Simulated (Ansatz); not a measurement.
**CH₆BFOSi: a ladder of functionals and wavefunction methods**

An exercise on one series of results from a longer session: the logs are not shown, and one member is left open.

Computed with Ansatz 0.2.0, Gaussian basis. Level: functionals in def2-TZVPP, the program's frozen cores in correlated methods.

Plan: LDA (SPW92), PBE-D4, revPBE-D4, BLYP-D4, r2SCAN-D4, B97M-V, PBE0-D4, B3LYP-D4, r2SCANh-D4, r2SCAN0-D4, HSE06-D4, BHLYP-D4, CAM-B3LYP-D4, LC-ωPBE, ωB97X-V, ωB97M-V, B2PLYP, PBE-QIDH; CCSD(T)/def2-SVP; CCSD(T)/def2-TZVPP; MP2/def2-QZVPP; extrapolation to the limit; RPA on PBE.

## The relaxed structure

The geometry comes from an earlier relaxation with PBE0-D4 in a triple-zeta def2 set; it is a stationary point, not always the lowest conformer.

SMILES `CB(F)O[SiH3]`, 11 atoms, charge 0, spin multiplicity 1.

Atoms are counted from 1 here; the program's logs count them from 0.

Bond lengths: C1–B2 1.559 Å, C1–H6 1.094 Å, C1–H7 1.094 Å, C1–H8 1.089 Å, B2–F3 1.342 Å, B2–O4 1.351 Å, O4–Si5 1.659 Å, Si5–H9 1.484 Å, Si5–H10 1.481 Å, Si5–H11 1.484 Å. Angles: B2–C1–H6 110.2°, B2–C1–H7 110.2°, B2–C1–H8 112.7°, H6–C1–H7 106.0°, H6–C1–H8 108.8°, H7–C1–H8 108.8°, C1–B2–F3 119.1°, C1–B2–O4 123.2°, F3–B2–O4 117.6°, B2–O4–Si5 131.9°, O4–Si5–H9 110.2°, O4–Si5–H10 106.4°, O4–Si5–H11 110.2°, H9–Si5–H10 110.0°, H9–Si5–H11 109.9°, H10–Si5–H11 110.0°.

Coordinates:

```xyz
11

C    -1.61829   -0.24307    1.26632
B    -0.21051    0.01869    0.64903
F     0.80649    0.35313    1.45904
O     0.04696   -0.07373   -0.67415
Si    1.43738    0.15406   -1.54976
H    -1.96092    0.63977    1.81455
H    -1.56362   -1.05158    2.00173
H    -2.36470   -0.50178    0.51630
H     1.92323    1.54644   -1.38795
H     1.08535   -0.09852   -2.96565
H     2.48402   -0.80040   -1.10876
```

The first run:

File in.yaml:

```yaml
crystal:
  periodic: [false, false, false]
  atoms:
    - {symbol: C, position_ang: [-1.618286, -0.243072, 1.266318]}
    - {symbol: B, position_ang: [-0.210507, 0.018695, 0.649027]}
    - {symbol: F, position_ang: [0.806490, 0.353134, 1.459044]}
    - {symbol: O, position_ang: [0.046964, -0.073729, -0.674151]}
    - {symbol: Si, position_ang: [1.437380, 0.154056, -1.549760]}
    - {symbol: H, position_ang: [-1.960922, 0.639765, 1.814552]}
    - {symbol: H, position_ang: [-1.563616, -1.051576, 2.001734]}
    - {symbol: H, position_ang: [-2.364700, -0.501780, 0.516300]}
    - {symbol: H, position_ang: [1.923228, 1.546435, -1.387951]}
    - {symbol: H, position_ang: [1.085346, -0.098523, -2.965655]}
    - {symbol: H, position_ang: [2.484023, -0.800404, -1.108758]}
basis:
  gaussian: {orbitals: def2-TZVPP}
hamiltonian: {xc: lda}
output: {orbitals: {seedname: orbitals}}
```

Steps of the session up to this table: LDA; PBE-D4 (GGA); revPBE-D4 (GGA); BLYP-D4 (GGA); r2SCAN-D4 (meta-GGA); B97M-V (meta-GGA); PBE0-D4 (hybrid); B3LYP-D4 (hybrid); r2SCANh-D4 (hybrid); r2SCAN0-D4 (hybrid); HSE06-D4 (hybrid); BHLYP-D4 (hybrid); CAM-B3LYP-D4 (range-separated); LC-ωPBE-D4 (range-separated; the results give it without D4); ωB97X-V (range-separated); ωB97M-V (range-separated); B2PLYP (double hybrid); PBE-QIDH (double hybrid).

One table of the session follows, with a row left open; its other results are not shown here.

It belongs to the step «Orbital energies across the functionals». 

```
  functional  HOMO (eV)  gap (eV)
 LDA (SPW92)      -7.87      6.91
      PBE-D4      -7.79      7.07
   revPBE-D4      -7.75      7.14
     BLYP-D4      -7.70      7.09
   r2SCAN-D4      -8.15      7.91
      B97M-V      -8.28      7.71
     PBE0-D4      -9.28      9.41
    B3LYP-D4          ?         ?
  r2SCANh-D4      -8.70      8.74
  r2SCAN0-D4      -9.53      9.96
    HSE06-D4      -8.88      8.64
    BHLYP-D4     -10.70     11.59
CAM-B3LYP-D4     -10.73     11.75
     LC-ωPBE     -12.09     14.32
     ωB97X-V     -11.75     13.81
     ωB97M-V     -11.60     13.25
```

**Question.** Estimate the row for B3LYP-D4.

Worked estimate for «HOMO (eV)». Against the share of exact exchange, BLYP-D4 (0, -7.70), BHLYP-D4 (0.5, -10.70) give a slope of -6.00 per unit share; at 0.2 the line stands at -8.90.

As computed: HOMO (eV): -9.07; gap (eV): 8.95. In «HOMO (eV)» the line misses by +0.17.
